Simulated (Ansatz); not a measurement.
Working through a ranking of polymorphs by energy of 2 structures of Zn

Computed with the Python package of Ansatz (0.2.0).

Input file `zn_p6_3_mmc.extxyz`:
```text
2
Lattice="2.67 0.0 0.0 -1.335 2.31228783 0.0 0.0 0.0 4.966" Properties=species:S:1:pos:R:3 pbc="T T T"
Zn   -0.00000000    1.54152522    1.24150000
Zn    1.33500000    0.77076261    3.72450000
```

The script reads `zn_im_3m.extxyz`:
```text
1
Lattice="-1.569037 1.569037 1.569037 1.569037 -1.569037 1.569037 1.569037 1.569037 -1.569037" Properties=species:S:1:pos:R:3 pbc="T T T"
Zn    0.00000000    0.00000000    0.00000000
```

The cells in order, each with its output:

**Cell 1**
```python
import ansatz as az
import numpy as np
import spglib


def run_phase(name, crystal):
    calc = (
        crystal.calculation()
        .functional("lda")
        .basis(31 * az.Ry)
        .scf(tolerance=1e-10)
        .kpoints(spacing=0.15)
        .occupations("cold", width=0.1)
        .stress()
        .band_table()
    )
    calc = calc.relax(force_tolerance=0.03, cell=True)
    return calc.run()
```

**Cell 2**
```python
def volume_per_atom(outcome):
    return abs(np.linalg.det(outcome.lattice.cell_ang)) / len(outcome.lattice.sites)
```

**Cell 3**
```python
def space_group(outcome):
    sites = outcome.report["lattice"]["sites"]
    kinds = sorted({site["symbol"] for site in sites})
    cell = (outcome.lattice.cell_ang, [site["position_frac"] for site in sites], [kinds.index(site["symbol"]) for site in sites])
    return spglib.get_spacegroup(cell, symprec=0.01)
```

**Cell 4**
```python
phases = {}
p6_3_mmc = az.Crystal.from_extxyz("zn_p6_3_mmc.extxyz")
phases["P6_3/mmc"] = p6_3_mmc
im_3m = az.Crystal.from_extxyz("zn_im_3m.extxyz")
phases["Im-3m"] = im_3m
```

**Cell 5**
```python
done = {}
for name, crystal in phases.items():
    try:
        done[name] = run_phase(name, crystal)
    except az.NonConvergedError as error:
        print(name, "did not converge:", str(error)[:120])
```

**Cell 6**
```python
energy = {name: o.report["energy_sigma0_ev"] / len(o.lattice.sites) for name, o in done.items()}
lowest = min(energy.values())
rows = [(name, len(o.lattice.sites), 1000 * (energy[name] - lowest), volume_per_atom(o), space_group(o)) for name, o in done.items()]
rows.sort(key=lambda row: row[2])
print("| phase | atoms | dE (meV/atom) | V (A^3/atom) | space group |")
print("| --- | --- | --- | --- | --- |")
for row in rows:
    print(f"| {row[0]} | {row[1]:d} | {row[2]:.1f} | {row[3]:.3f} | {row[4]} |")
print("order:", " < ".join(row[0] for row in rows))
```
Output:
```text
| phase | atoms | dE (meV/atom) | V (A^3/atom) | space group |
| --- | --- | --- | --- | --- |
| P6_3/mmc | 2 | 0.0 | 13.484 | P6_3/mmc (194) |
| Im-3m | 1 | 104.5 | 13.712 | Im-3m (229) |
order: P6_3/mmc < Im-3m
```

By space group at the end of each run: P6_3/mmc (+0 meV an atom, 13.5 Å³) and Im-3m (+104 meV an atom, 13.7 Å³).

Reading the output:
- Of the deposited cell: the entry's cell lengths or inner coordinates differ somewhat from later room-temperature determinations.
- The cells come from databases of deposited and of computed structures, and not all need be stable phases.
- The ranking holds among these structures alone, at zero temperature; the ground state may be another structure. Differences under 10 to 15 meV an atom lie within the error of mesh and functional.
- It ran for 62 s on 1 thread of Arm Neoverse V1, with other jobs on the host, peak memory 0.45 GiB.
